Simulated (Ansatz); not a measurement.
# Li+ with HF: structure and interaction energy

One table from this session's results is given with a row withheld; the runs are named, their logs left out.

The runs use Ansatz 0.2.0, Gaussian basis; PBE0-D4 structure, single points in def2-TZVPPD.

Levels: PBE-D4, revPBE-D4, BLYP-D4, r2SCAN-D4, B97M-V, PBE0-D4, B3LYP-D4, HSE06-D4, wB97X-V, wB97M-V, B2PLYP, Hartree-Fock, MP2, CCSD, CCSD(T). The reference is CCSD(T) extrapolated to the basis limit.

Cores are frozen in the correlated methods. The outer core shell of Li, Na, Mg and K is correlated. B3LYP uses VWN-RPA correlation. B2PLYP carries no dispersion term here.

163 further runs of the same task are left out: 163 set aside as unsound or not needed.

**Where the work starts**

The pair, from a GFN2-xTB docking trial: 3 atoms, charge 1, spin multiplicity 1.

Atoms are counted from 1 here; the program's logs count them from 0.

Bond lengths: Li1–F2 1.735 Å, F2–H3 0.953 Å. Angles: Li1–F2–H3 179.0°.

Coordinates:

```xyz
3

Li   -0.0560    0.1177   -1.4687
F     0.0071   -0.0149    0.2605
H     0.0489   -0.1028    1.2083
```

Atoms 1 to 1 are fragment A (Li+), the rest fragment B (HF).

Set-up of the first run:

Contents of pre/in.yaml:

```yaml
crystal:
  periodic: [false, false, false]
  atoms:
    - {symbol: Li, position_ang: [-0.056000, 0.117700, -1.468700]}
    - {symbol: F, position_ang: [0.007100, -0.014900, 0.260500]}
    - {symbol: H, position_ang: [0.048900, -0.102800, 1.208300]}
basis:
  gaussian: {orbitals: def2-SVP}
total_charge: 1
hamiltonian: {xc: pbe, dispersion: d4}
relax: {f_tol: 0.03, max_steps: 250}
```

Run with:

```
$ ansatz run in.yaml --threads 2 --pin off --events-out ev --progress --plain --max-ram 5222MiB
```

Among the steps run: A first relaxation in a small basis; Relaxation at PBE0-D4; wB97X-V/def2-TZVPPD; wB97M-V/def2-TZVPPD; B2PLYP/def2-TZVPPD; B97M-V/def2-TZVPPD; CCSD(T)/def2-TZVPPD; CCSD(T)/def2-QZVPPD; Hartree-Fock/STO-3G; SPW92/def2-SVP; wB97M-V/def2-SVP; CCSD(T)/def2-SVP; Vibrations of the pair.

One of the session's tables, all rows but one given; the rest of the session is left out.

| method | interaction (kcal/mol) |
| --- | --- |
| PBE-D4 | -22.41 |
| revPBE-D4 | -21.51 |
| BLYP-D4 | -22.72 |
| r2SCAN-D4 | -21.86 |
| B97M-V | -22.19 |
| PBE0-D4 | -23.08 |
| B3LYP-D4 | -23.50 |
| HSE06-D4 | -23.08 |
| wB97X-V | -22.54 |
| wB97M-V | -22.69 |
| B2PLYP | -22.99 |
| Hartree-Fock | -23.67 |
| MP2 | -21.58 |
| CCSD | -21.90 |
| CCSD(T) | ? |
| CCSD(T)/CBS | -22.54 |

**Question.** Estimate the row for CCSD(T).

The run gave: interaction (kcal/mol): -21.63. In the column «interaction (kcal/mol)» it lies between r2SCAN-D4 (-21.86) and MP2 (-21.58).

Among the levels timed on like hardware, those that no quicker one beats, quickest first: revPBE-D4 (0.75 s, +1.03 kcal/mol); PBE-D4 (0.8 s, +0.13 kcal/mol); wB97X-V (2.7 s, 0.00 kcal/mol).

wB97X-V reaches 0.00 kcal/mol from the reference in 2.7 s; the quickest level in the cost chart, revPBE-D4, takes 0.75 s and misses by 1.03 kcal/mol.

Caveats from the session: A lower arrangement may exist.
